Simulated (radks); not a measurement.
**O²⁺ with its nuclear charge varied continuously**

Aim: the energy of 6 electrons in [He] 2s2 2p2 as the nuclear charge moves through non-integer values, and a test of dE/dZ = E(electron-nucleus)/Z.

Program: radks (a radial shooting solver on a logarithmic mesh, Libxc functionals) version 1. Level of theory: scalar-relativistic Kohn-Sham, r2SCAN, spin-polarised, spherical densities, finite nucleus; open shells are filled with parallel spins first. These are calculated values, not measurements, unless marked.

### 1 What is computed

* element: oxygen (Z = 8)
* charge: +2
* electrons: 6
* configuration: [He] 2s2 2p2
* nuclear rms radius: 2.6991 fm

Outer shells as boxes (Hund's rule):

O²⁺
```
[He] core
2s [↑↓]
2p [↑ ][↑ ][  ]
```

In the logs a row gives level, spin channel, occupation and eigenvalue; Etot, Ekin, Encl (electron-nucleus), Eh (Hartree) and Exc are energies, all in hartree; err is the last residual, it the number of iterations.

### 2 Z = 8

Settings of this run:

```text
Z 8
configuration [He] 2s2 2p2
relativity scalar-relativistic
functional r2scan,r2scan
spin polarised
nucleus finite rms 2.6991 fm
c 137.035999084
```

The program printed:

```text
1s      1   1.0000         -20.72209895
2s      1   1.0000          -2.27687346
2p      1   2.0000          -1.68159975
1s      2   1.0000         -20.63760144
2s      2   1.0000          -2.04677313
2p      2   0.0000          -1.44222842
Etot -73.28196992739339
Ekin 73.24480558263005
Encl -165.9376524646486
Eh 26.831994518213655
Exc -7.4211175635884885
err 3.3575710121557973e-07
it 16
```

2p up is the highest filled level (-45.759 eV).

Radial moments (bohr):

```csv
level,occupation,energy (eV),<r>,outermost maximum (interpolated),90 % within,nodes
1s up,1,-563.88,0.1994,0.129,0.357,0
1s down,1,-561.58,0.1984,0.129,0.355,0
2s up,1,-61.957,1.016,0.826,1.59,1
2s down,1,-55.696,1.050,0.844,1.65,1
2p up,2,-45.759,0.9855,0.739,1.63,0
2p down,0,-39.245,1.040,0.775,1.73,0
```

The radial density on a logarithmic grid:

```csv
r (bohr),4πr²ρ (e/bohr)
0.00766,0.2086
0.0105,0.3718
0.0142,0.6428
0.0192,1.088
0.0261,1.790
0.0353,2.834
0.0483,4.302
0.0654,6.014
0.0886,7.648
0.120,8.569
0.163,8.124
0.222,6.193
0.301,3.915
0.409,2.781
0.554,3.229
0.750,3.951
1.03,3.419
1.39,1.847
1.88,0.5581
2.55,0.08072
3.46,0.004583
```

### 3 Z = 7

Input: that of step 2 with these lines changed.

```diff
@@ -1,2 +1,2 @@
-Z 8
+Z 7
 configuration [He] 2s2 2p2
```

The program printed:

```text
1s      1   1.0000         -14.94374014
2s      1   1.0000          -1.29681756
2p      1   2.0000          -0.82760479
1s      2   1.0000         -14.88400158
2s      2   1.0000          -1.11135421
2p      2   0.0000          -0.64504345
Etot -54.04776493434268
Ekin 53.97321730097677
Encl -124.06832260061657
Eh 22.347726575059056
Exc -6.300386209761938
err 4.1427569860586714e-07
it 16
```

Energy against step 2 (Z = 8): +523.389 eV. 2p up is the highest filled level (-22.520 eV).

### 4 Z = 7.5

Input: that of step 3 with these lines changed.

```diff
@@ -1,2 +1,2 @@
-Z 7
+Z 7.5
 configuration [He] 2s2 2p2
```

The program printed:

```text
1s      1   1.0000         -17.70606101
2s      1   1.0000          -1.75475215
2p      1   2.0000          -1.22246459
1s      2   1.0000         -17.63408707
2s      2   1.0000          -1.54676227
2p      2   0.0000          -1.01146077
Etot -63.28755036202358
Ekin 63.2289536134813
Encl -144.2499361423224
Eh 24.594916069751076
Exc -6.861483902933556
err 5.943007930469629e-07
it 16
```

E − E(step 2, Z = 8) = +271.962 eV. 2p up is the highest filled level (-33.265 eV).

### 5 Z = 8.5

Input: that of step 4 with these lines changed.

```diff
@@ -1,2 +1,2 @@
-Z 7.5
+Z 8.5
 configuration [He] 2s2 2p2
```

The program printed:

```text
1s      1   1.0000         -23.99124432
2s      1   1.0000          -2.86279108
2p      1   2.0000          -2.20454849
1s      2   1.0000         -23.89400855
2s      2   1.0000          -2.61086322
2p      2   0.0000          -1.93687112
Etot -84.03096088470365
Ekin 84.0213550234261
Encl -189.1345114392206
Eh 29.06196976705893
Exc -7.9797742359680655
err 2.855118285309505e-07
it 16
```

E − E(step 2, Z = 8) = -292.495 eV. 2p up is the highest filled level (-59.989 eV).

### 6 Z = 9

Input: that of step 5 with these lines changed.

```diff
@@ -1,2 +1,2 @@
-Z 8.5
+Z 9
 configuration [He] 2s2 2p2
```

The program printed:

```text
1s      1   1.0000         -27.51313353
2s      1   1.0000          -3.51227771
2p      1   2.0000          -2.79100941
1s      2   1.0000         -27.40300952
2s      2   1.0000          -3.23871675
2p      2   0.0000          -2.49508422
Etot -95.53463597800908
Ekin 95.5594386844508
Encl -213.84310814520228
Eh 31.286799161015857
Exc -8.537765678273448
err 3.7998648275919574e-07
it 16
```

Energy against step 2 (Z = 8): -605.526 eV. The top filled level is 2p up, -75.947 eV.

### 7 What came out

```csv
Z,E (hartree),E(electron-nucleus)/Z (hartree),highest level,its energy (eV),<r> (bohr)
7,-54.04776,-17.7240,2p up,-22.520,1.246
7.5,-63.28755,-19.2333,2p up,-33.265,1.100
8,-73.28197,-20.7422,2p up,-45.759,0.9855
8.5,-84.03096,-22.2511,2p up,-59.989,0.8935
9,-95.53464,-23.7603,2p up,-75.947,0.8178
```

**Reading.** At Z = 8 the central difference of E is -20.743 hartree, against -20.742 from the Hellmann-Feynman theorem; the scalar-relativistic energy here is not variational, so the two differ by a part that grows with Z. The top level goes from -22.520 eV at Z = 7 to -75.947 eV at Z = 9.
